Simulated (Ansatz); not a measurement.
# doublet AlBNH4F−: levels of theory compared

Aim: a comparison of 3 runs (U-r2SCAN/def2-SVPD, UCAM-B3LYP/def2-SVPD, UPBE/def2-SVPD) of doublet AlBNH4F−. 

The calculation is run with Ansatz 0.2.0.

92 further runs of the same task are left out: 92 set aside as unsound or not needed.

**1. The molecule**

The species is AlBNH4F− (8 atoms), meant as a doublet with charge -1. SMILES of the parent species: `[NH2][AlH][BH]F`. The coordinates come from a PBE0-D4/def2-TZVP relaxation. This is one conformer, not always the lowest. That shape belongs to the parent species and isn't relaxed for this state.

Bond lengths: N1–Al2 1.770 Å, Al2–B3 2.169 Å, B3–F4 1.330 Å, N1–H5 1.008 Å, N1–H6 1.008 Å, Al2–H7 1.590 Å, B3–H8 1.208 Å. Angles: N1–Al2–B3 116.8°, Al2–B3–F4 118.5°, N1–Al2–H7 116.9°, B3–Al2–H7 126.3°, Al2–N1–H5 125.6°, Al2–N1–H6 124.3°, Al2–B3–H8 127.4°, F4–B3–H8 114.1°, H5–N1–H6 110.2°.

**2. The energy at U-r2SCAN/def2-SVPD (run 1)**

molecule.yaml reads:

```yaml
crystal:
  periodic: [false, false, false]
  atoms:
    - symbol: N
      position_ang: [-1.034900, 1.238000, 0.178100]
    - symbol: Al
      position_ang: [0.358400, 0.247200, 0.637000]
    - symbol: B
      position_ang: [0.824000, -1.438600, -0.645900]
    - symbol: F
      position_ang: [0.022100, -1.693000, -1.675500]
    - symbol: H
      position_ang: [-1.365500, 2.050100, 0.674400]
    - symbol: H
      position_ang: [-1.614500, 1.063500, -0.627700]
    - symbol: H
      position_ang: [1.149400, 0.679500, 1.946200]
    - symbol: H
      position_ang: [1.753200, -2.203800, -0.542400]
basis:
  gaussian: {orbitals: def2-SVPD}
accuracy: high
total_charge: -1
magnetization: {spin_polarized: true, initial_magnetization: 1}
hamiltonian: {xc: {name: r2SCAN}}
output: {orbitals: {seedname: orbitals}}
```

Started as:

```console
$ ansatz run molecule.yaml --threads 1 --pin off --max-ram 3480MiB --events-out events.jsonl --progress --plain --runs-dir runs
```

Standard output:

```text
Warning: RAYON_NUM_THREADS=1 ignored (pool sized by the plan → 1); use --threads N
Functional definition: r2SCAN
  name "r2SCAN"
  parameter k0 = 0.174
  parameter k1 = 0.065
  parameter a1 = 4.9479
  exchange = r2scan_x(k0 = k0, k1 = k1, a1 = a1)
  correlation = r2scan_c
2418 factors; integrals over basis functions are off by at most 3.3e-9 eV
mean field evaluation 1: about -11533.3842 eV, gradient 3.3e1 eV
mean field evaluation 2: about -11524.3211 eV, gradient 5.6e1 eV
mean field evaluation 4: about -11538.2043 eV, gradient 4.3e0 eV
mean field evaluation 8: about -11538.3020 eV, gradient 8.2e-2 eV
mean field evaluation 16: about -11538.3021 eV, gradient 7.6e-5 eV
mean field -11538.30208700 eV, -424.0247807551 hartree, gradient 4.0e-8 eV, S^2 0.758051; 1 other end points of the search recorded, 0 dependent functions left out
reference -11538.30209410 eV, -424.0247810160 hartree; 20, 19 occupied and 99, 100 virtual orbitals, 2418 factors
Total energy: -11538.30209410 eV, -424.0247810160 hartree
```

Run time: 37 s. Hardware: 1 thread of Arm Neoverse V1, shared host; peak memory 0.58 GiB.

**3. The energy at UCAM-B3LYP/def2-SVPD (run 2)**

job.yaml reads:

```yaml
crystal:
  periodic: [false, false, false]
  atoms:
    - {symbol: "N", position_ang: [-1.034900, 1.238000, 0.178100]}
    - {symbol: Al, position_ang: [0.358400, 0.247200, 0.637000]}
    - {symbol: B, position_ang: [0.824000, -1.438600, -0.645900]}
    - {symbol: F, position_ang: [0.022100, -1.693000, -1.675500]}
    - {symbol: H, position_ang: [-1.365500, 2.050100, 0.674400]}
    - {symbol: H, position_ang: [-1.614500, 1.063500, -0.627700]}
    - {symbol: H, position_ang: [1.149400, 0.679500, 1.946200]}
    - {symbol: H, position_ang: [1.753200, -2.203800, -0.542400]}
basis:
  gaussian:
    orbitals: def2-SVPD
accuracy: high
output: {orbitals: {seedname: orbitals}}
magnetization:
  spin_polarized: true
  initial_magnetization: 1
hamiltonian:
  xc: {name: CAM-B3LYP}
total_charge: -1
```

Started as:

```console
$ ansatz run job.yaml --threads 1 --pin off --max-ram 3480MiB --events-out events.jsonl --progress --plain --runs-dir runs
```

Standard output (excerpt; [...] marks lines left out):

```text
Warning: RAYON_NUM_THREADS=1 ignored (pool sized by the plan → 1); use --threads N
Functional definition: CAM-B3LYP
  name "CAM-B3LYP"
[...]
2418 factors; integrals over basis functions are off by at most 3.3e-9 eV
617 factors; integrals over basis functions are off by at most 1.8e-9 eV
[...]
mean field -11539.86775031 eV, -424.0823178205 hartree, gradient 7.5e-8 eV, S^2 0.753314; 2 other end points of the search recorded, 0 dependent functions left out
reference -11539.86777082 eV, -424.0823185742 hartree; 20, 19 occupied and 99, 100 virtual orbitals, 2418 factors
Total energy: -11539.86777082 eV, -424.0823185742 hartree
```

Run time: 26 s. Hardware: 1 thread of Arm Neoverse V1, shared host; peak memory 0.68 GiB.

**4. A single-point energy at UPBE/def2-SVPD (run 3)**

job.yaml, as its differences from that of step 3:

```diff
@@ -15,3 +15,7 @@
 accuracy: high
-output: {orbitals: {seedname: orbitals}}
+output:
+  orbitals: {seedname: orbitals}
+hamiltonian:
+  xc: {name: PBE}
+total_charge: -1
 magnetization:
@@ -19,4 +23 @@
   initial_magnetization: 1
-hamiltonian:
-  xc: {name: CAM-B3LYP}
-total_charge: -1
```

Started as:

```console
$ ansatz run job.yaml --threads 1 --pin off --max-ram 3480MiB --events-out events.jsonl --progress --plain --runs-dir runs
```

Standard output:

```text
Warning: RAYON_NUM_THREADS=1 ignored (pool sized by the plan → 1); use --threads N
Functional definition: PBE
  name "PBE"
  parameter kappa = 0.804
  parameter beta = 0.06672455060314922
  exchange = pbe_x(kappa = kappa, mu = beta*pi^2/3)
  correlation = pbe_c(beta = beta)
2418 factors; integrals over basis functions are off by at most 3.3e-9 eV
mean field evaluation 1: about -11525.6727 eV, gradient 3.8e1 eV
mean field evaluation 2: about -11502.1490 eV, gradient 7.6e1 eV
mean field evaluation 4: about -11531.8872 eV, gradient 8.6e0 eV
mean field evaluation 8: about -11532.1683 eV, gradient 4.3e-1 eV
mean field evaluation 16: about -11532.1697 eV, gradient 2.8e-4 eV
mean field -11532.16967726 eV, -423.7994188539 hartree, gradient 3.7e-8 eV, S^2 0.753400; 1 other end points of the search recorded, 0 dependent functions left out
reference -11532.16968187 eV, -423.7994190232 hartree; 20, 19 occupied and 99, 100 virtual orbitals, 2418 factors
Total energy: -11532.16968187 eV, -423.7994190232 hartree
```

Wall time 18 s (1 thread of Arm Neoverse V1, shared host); peak memory 0.42 GiB.

**5. The series**

```tsv
run	level	energy (Eh)	HOMO energy (eV)	LUMO energy (eV)	⟨S²⟩	wall time
1	U-r2SCAN/def2-SVPD	-424.024781	1.95	3.54	0.758	37 s
2	UCAM-B3LYP/def2-SVPD	-424.082319	0.49	4.22	0.753	26 s
3	UPBE/def2-SVPD	-423.799419	2.14	3.13	0.753	18 s
```

**6. Outcome**

| quantity | value |
| --- | --- |
| run 3: total energy | -423.79942 Eh |
| run 3: HOMO energy (highest over α and β) | 2.14 eV |
| run 3: LUMO energy (lowest over α and β) | 3.13 eV |
| run 3: ⟨S²⟩ | 0.753 |

What this shows: Totals of different functionals can't be ranked against each other. In runs 1, 2, 3 the HOMO lies above zero, so the outermost electron may be held by the basis alone. All runs together took 81 s, the longest 37 s.
